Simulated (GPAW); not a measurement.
**NiAu3: relaxation of cell and atoms with PBEsol+D3(BJ)+ATM**

NiAu3:

```
CELL_PARAMETERS angstrom
4.02817 0.00000 0.00000
0.00000 4.02817 0.00000
0.00000 0.00000 4.02817
ATOMIC_POSITIONS crystal
Au 0.50000 0.50000 0.00000
Au 0.00000 0.50000 0.50000
Au 0.50000 0.00000 0.50000
Ni 0.00000 0.00000 0.00000
```

The cell comes from a database or a generator and needn't be the stable form of this composition.

```yaml
Program: GPAW 26.7.0
Task: relaxation of cell and atoms
Functional: PBEsol
Dispersion: D3(BJ)+ATM
Potentials_or_basis: PAW data sets generated in the run's folder for this functional
Cutoff: 600 eV
Basis: pw
k_mesh: 5 × 5 × 5
Occupations: fermi-dirac, width 0.05 eV
Spin: collinear spin, ferromagnetic start
Starting_moments: "[0.0, 0.0, 0.0, 1.0] μB"
Maxiter: 150
Optimizer: BFGS
Fmax: 0.02 eV/Å
Max_steps: 60
Convergence: density=1e-05 forces=0.0001
```

| Quantity | Value |
| --- | --- |
| Relaxed volume | 15.33 Å³/atom |
| Relaxed cell | a = 3.944 Å, b = 3.944 Å, c = 3.944 Å, α = 90.00°, β = 90.00°, γ = 90.00° |
| Space group after relaxing (to 0.05 Å) | Pm-3m (No. 221) |
| Energy gained by relaxing | 36.4 meV/atom |
| Ionic steps | 4 |
| Pressure after relaxing | -0.1 GPa |
| Band gap on the k mesh | none (metal or under the smearing width) |
| Net moment | 0.00 μB per cell |
| Dispersion energy per atom | -0.503 eV |

Step by step:
```tsv
step	energy change (eV)	largest force (eV/Å)	pressure (GPa)	volume (Å³)
1	0.0000	0.0000	-10.89	65.36
2	-0.0485	0.0000	-9.11	64.59
3	-0.1447	0.0000	0.96	61.03
4	-0.1456	0.0000	-0.06	61.34
```

Final structure:
```
Au Ni
1.0
     3.94379    0.00000    0.00000
     0.00000    3.94379    0.00000
     0.00000    0.00000    3.94379
Au Ni
3 1
Cartesian
  1.9719 1.9719 0.0000
  0.0000 1.9719 1.9719
  1.9719 0.0000 1.9719
  0.0000 0.0000 0.0000
```

Levels at points of the mesh, in eV from the Fermi level:
Spin up:
```
           k point  band 21  band 22  band 23  band 24  band 25  band 26  band 27  band 28
(0.00, 0.00, 0.00)    -0.48    -0.20    -0.20    -0.20     1.06     1.06     1.06     6.41
```
Spin down:
```csv
k point,band 21,band 22,band 23,band 24,band 25,band 26,band 27,band 28
"(0.00, 0.00, 0.00)",-0.48,-0.20,-0.20,-0.20,1.06,1.06,1.06,6.41
```

It took 3 min on 1 thread of Arm Neoverse V2 (shared host), peak memory 0.25 GiB.

Caveat: with this Au data set, volumes or pressures lay over 1.5 % or 2 GPa off other programs in two to four cells of ten; each step starts from the last one's moments, so a moment once lost doesn't come back; the stock nickel data set gives pressures a few GPa off other programs; later steps reuse the first step's grids; pairwise dispersion overbinds metals, which lowers pressure and volume. The run has no spin-orbit coupling, so splittings on Au are missing.
